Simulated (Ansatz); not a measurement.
**AlClH2O2: two geometries relaxed**

Aim: relax the geometries before and after the reaction (1,2-elimination), and see whether they are two minima and how far apart in energy. Meant to form: H4–Cl2; to break: Al1–Cl2, H4–O3. The start is a guess near the saddle point, from which both ends are pulled out.

Program: Ansatz 0.2.0. Level of theory: UKS PBE/6-31G*. These are calculated values, not measurements.

## Step 1: The structure to begin with

Bond lengths: Al1–Cl2 2.602 Å, Al1–O3 1.632 Å, Al1–O5 1.626 Å, O5–H6 0.951 Å. Angles: Cl2–Al1–O3 83.6°, Cl2–Al1–O5 122.3°, O3–Al1–O5 154.2°, Al1–O5–H6 162.8°.

Coordinates:

```xyz
6

Al    0.0901   -0.1129   -0.3618
Cl    0.1071    0.0885    2.2321
O     1.2808   -1.1978   -0.1017
H     1.0474   -0.8813    1.1075
O    -0.9270    0.7483   -1.2927
H    -1.5985    1.3552   -1.5834
```

## Step 2: Pulling towards end A

Springs on the bonds that form and break draw the guess towards this end; the thresholds are loose.

input.yaml

```yaml
crystal:
  periodic: [false, false, false]
  atoms:
    - { symbol: Al, position_ang: [0.0901, -0.1129, -0.3618] }
    - { symbol: Cl, position_ang: [0.1071, 0.0885, 2.2321] }
    - { symbol: O, position_ang: [1.2808, -1.1978, -0.1017] }
    - { symbol: H, position_ang: [1.0474, -0.8813, 1.1075] }
    - { symbol: O, position_ang: [-0.927, 0.7483, -1.2927] }
    - { symbol: H, position_ang: [-1.5985, 1.3552, -1.5834] }
magnetization:
  spin_polarized: true
basis:
  gaussian: { orbitals: "6-31G*" }
hamiltonian:
  xc: pbe
relax:
  f_tol: 0.15
  max_steps: 25
  restrain:
    - { distance: [3, 1], at: 2.63, k: 30.0 }
    - { distance: [0, 1], at: 2.23, k: 30.0 }
    - { distance: [3, 2], at: 0.97, k: 30.0 }
```

On the command line:

```console
> ansatz run input.yaml --threads 2 --pin off --max-ram 3072MiB --backend cpu --events-out ev --progress --plain --runs-dir out
```

Standard output, cut to the lines that bear on the results:

```text
Warning: RAYON_NUM_THREADS=2 ignored (pool sized by the plan → 2); use --threads N
[...]
Functional definition: PBE
[...]
793 factors; their error is unknown
[...]
mean field -23234.00009771 eV, -853.8337550199 hartree, gradient 1.7e-5 eV, S^2 0.000000; 0 other end points of the search recorded, 0 dependent functions left out
[...]
reference -23234.00013912 eV, -853.8337565417 hartree; 24, 24 occupied and 48, 48 virtual orbitals, 793 factors
relax step   1: F+E_penalty+E_count = -23234.00009771 eV  Δ(F+E_penalty+E_count) = +0.000e0 eV  max|allowed force component| = 2.376e0 eV/Å  E_restraint = 14.85141398 eV  max|allowed force component, restraints' pulls added| = 2.758e1 eV/Å  Δτ_max = 0.0000 Å  (29 SCF iters, accepted)
[...]
relax step   7: F+E_penalty+E_count = -23236.24659194 eV  Δ(F+E_penalty+E_count) = -4.983e-3 eV  max|allowed force component| = 9.875e-1 eV/Å  E_restraint = 0.02718634 eV  max|allowed force component, restraints' pulls added| = 2.126e-1 eV/Å  Δτ_max = 0.0733 Å  (28 SCF iters, accepted)
[...]
relax step   8: F+E_penalty+E_count = -23236.24381501 eV  Δ(F+E_penalty+E_count) = +2.777e-3 eV  max|allowed force component| = 9.662e-1 eV/Å  E_restraint = 0.02236237 eV  max|allowed force component, restraints' pulls added| = 1.269e-1 eV/Å  Δτ_max = 0.0183 Å  (28 SCF iters, accepted)
  distance H 3 - Cl 1 = 2.6471 Å
  distance Al 0 - Cl 1 = 2.1966 Å
  distance H 3 - O 2 = 0.9793 Å
793 factors; their error is unknown
mean field -23236.24381501 eV, -853.9162101097 hartree, gradient 2.2e-5 eV, S^2 0.000000; 1 other end points of the search recorded, 0 dependent functions left out
[...]
reference -23236.24385642 eV, -853.9162116318 hartree; 24, 24 occupied and 48, 48 virtual orbitals, 793 factors
Total energy: -23236.24385642 eV, -853.9162116318 hartree
Atom 0 at    -0.001179    -0.009707    -0.097233 Å, force    -0.154207     0.249875     0.966168 eV/Å
Atom 1 at    -0.277532     0.434476     2.036197 Å, force    -0.214693     0.126475    -0.735244 eV/Å
Atom 2 at     1.257300    -1.172305    -0.116673 Å, force    -0.020812    -0.021667    -0.306846 eV/Å
Atom 3 at     1.401796    -1.232781     0.850032 Å, force     0.400353    -0.358174     0.078626 eV/Å
Atom 4 at    -0.840533     0.660337    -1.423988 Å, force    -0.126942     0.112751     0.035259 eV/Å
Atom 5 at    -1.539952     1.319980    -1.248336 Å, force     0.116301    -0.109259    -0.037963 eV/Å
Dipole moment:    -0.246901     0.216632    -0.035566 e Å
```

It took 27 s on 2 threads of Arm Neoverse N1, shared host; peak memory 0.15 GiB.

Step by step:

```csv
step,energy from step 1 (eV),largest force component (eV/Å)
1,0.0000,2.3757
2,-0.8037,1.9449
3,-1.4355,2.2967
4,-2.0200,1.0347
5,-2.0912,2.1714
6,-2.2415,0.8915
7,-2.2465,0.9875
8,-2.2437,0.9662
```

Step 1 is the start. Energies and forces in the table leave out the springs, which the log lists apart; the run stops on the force with the springs' pull added.

After: Bond lengths: Al1–Cl2 2.197 Å, Al1–O3 1.713 Å, O3–H4 0.979 Å, Al1–O5 1.707 Å, O5–H6 0.977 Å. Angles: Cl2–Al1–O3 103.9°, Cl2–Al1–O5 127.9°, O3–Al1–O5 128.2°, Al1–O3–H4 98.0°, Al1–O5–H6 118.5°.

Pairs that crossed the distance rule for bonds on the way: came closer O3–H4.

## Step 3: End point A

It starts where the restrained run ended.

input.yaml

```yaml
crystal:
  periodic: [false, false, false]
  atoms:
    - { symbol: Al, position_ang: [-0.001179, -0.009707, -0.097233] }
    - { symbol: Cl, position_ang: [-0.277532, 0.434476, 2.036197] }
    - { symbol: O, position_ang: [1.2573, -1.172305, -0.116673] }
    - { symbol: H, position_ang: [1.401796, -1.232781, 0.850032] }
    - { symbol: O, position_ang: [-0.840533, 0.660337, -1.423988] }
    - { symbol: H, position_ang: [-1.539952, 1.31998, -1.248336] }
magnetization:
  spin_polarized: true
basis:
  gaussian: { orbitals: "6-31G*" }
hamiltonian:
  xc: pbe
relax:
  f_tol: 0.03
  max_steps: 50
```

On the command line:

```console
> ansatz run input.yaml --threads 2 --pin off --max-ram 3072MiB --backend cpu --events-out ev --progress --plain --runs-dir out
```

Standard output, cut to the lines that bear on the results:

```text
Warning: RAYON_NUM_THREADS=2 ignored (pool sized by the plan → 2); use --threads N
[...]
[... 1 set-up line as earlier in the session ...]
[...]
793 factors; their error is unknown
[...]
mean field -23236.24381882 eV, -853.9162102499 hartree, gradient 1.6e-5 eV, S^2 0.000000; 0 other end points of the search recorded, 0 dependent functions left out
[...]
reference -23236.24386044 eV, -853.9162117795 hartree; 24, 24 occupied and 48, 48 virtual orbitals, 793 factors
relax step   1: F+E_penalty+E_count = -23236.24381882 eV  Δ(F+E_penalty+E_count) = +0.000e0 eV  max|allowed force component| = 9.664e-1 eV/Å  Δτ_max = 0.0000 Å  (28 SCF iters, accepted)
[...]
relax step   4: F+E_penalty+E_count = -23236.46493232 eV  Δ(F+E_penalty+E_count) = -1.958e-2 eV  max|allowed force component| = 5.402e-1 eV/Å  Δτ_max = 0.0821 Å  (28 SCF iters, accepted)
[...]
relax step   5: F+E_penalty+E_count = -23236.47376650 eV  Δ(F+E_penalty+E_count) = -8.834e-3 eV  max|allowed force component| = 1.871e-2 eV/Å  Δτ_max = 0.0464 Å  (29 SCF iters, accepted)
793 factors; their error is unknown
mean field -23236.47376650 eV, -853.9246606713 hartree, gradient 4.3e-6 eV, S^2 0.000000; 1 other end points of the search recorded, 0 dependent functions left out
[...]
reference -23236.47380786 eV, -853.9246621912 hartree; 24, 24 occupied and 48, 48 virtual orbitals, 793 factors
Total energy: -23236.47380786 eV, -853.9246621912 hartree
Atom 0 at    -0.014397     0.022549     0.055917 Å, force    -0.007007     0.007455     0.017140 eV/Å
Atom 1 at    -0.556440     0.688602     1.995991 Å, force    -0.009622     0.008173     0.010065 eV/Å
Atom 2 at     1.228202    -1.136894    -0.156110 Å, force     0.004465    -0.018197    -0.018711 eV/Å
Atom 3 at     1.647358    -1.487662     0.649757 Å, force     0.013547    -0.001839     0.003723 eV/Å
Atom 4 at    -0.802611     0.624829    -1.340697 Å, force    -0.000484     0.004548    -0.007745 eV/Å
Atom 5 at    -1.502210     1.288576    -1.204860 Å, force    -0.000898    -0.000141    -0.004473 eV/Å
Dipole moment:    -0.049948     0.050892     0.151342 e Å
```

Run time: 17 s. Hardware: 2 threads of Arm Neoverse N1, shared host; peak memory 0.15 GiB.

Step by step:

```csv
step,energy from step 1 (eV),largest force component (eV/Å)
1,0.0000,0.9664
2,-0.1293,0.5819
3,-0.2015,0.4606
4,-0.2211,0.5402
5,-0.2299,0.0187
```

Step 1 is the start.

After: Bond lengths: Al1–Cl2 2.122 Å, Al1–O3 1.713 Å, O3–H4 0.974 Å, Al1–O5 1.713 Å, O5–H6 0.974 Å. Angles: Cl2–Al1–O3 120.7°, Cl2–Al1–O5 121.2°, O3–Al1–O5 118.1°, Al1–O3–H4 117.0°, Al1–O5–H6 117.2°.

[end of part 1 of 2]
